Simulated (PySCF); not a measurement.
# CH4Se (Methane selenol): the cost of one run

Computed with PySCF 2.14.0, with density-fitted response routines of our own, on a single molecule in the gas phase. Atoms are numbered from 0 throughout.

## 1. The starting structure

6 atoms, charge 0, multiplicity 1; geometry from: GFN2-xTB. The atoms were then displaced at random by about 0.03 Å, so the start is not that level's minimum.

Bonds of the start (Å): C0–Se1 1.92, C0–H2 1.09, C0–H3 1.13, C0–H4 1.03, Se1–H5 1.43.

## 2. Relaxing the molecule at PBE0-D3(BJ)/def2-SVP

Job settings and geometry (Å):

```
{"job": {"xc": "PBE0", "basis": "def2-SVP", "d3": "d3bj", "grid": 1, "shake": 0.03, "kind": "geom"}, "charge": 0, "multiplicity": 1}
C     -0.490280    -0.085830     0.001040
Se     1.193860     0.829190    -0.051990
H     -0.700680    -0.702430    -0.874570
H     -1.183550     0.795550    -0.116830
H     -0.696310    -0.549510     0.900530
H      1.946340    -0.379010     0.029400
```

Run with:

```sh
$ OMP_NUM_THREADS=1 python probes_run.py task.json out
```

This one command runs all jobs of the session in turn.

Q: Estimate the wall time and peak memory of this first job on 1 thread of Arm Neoverse V2, shared host.

About 5.2 s, with a peak of 0.27 GiB.
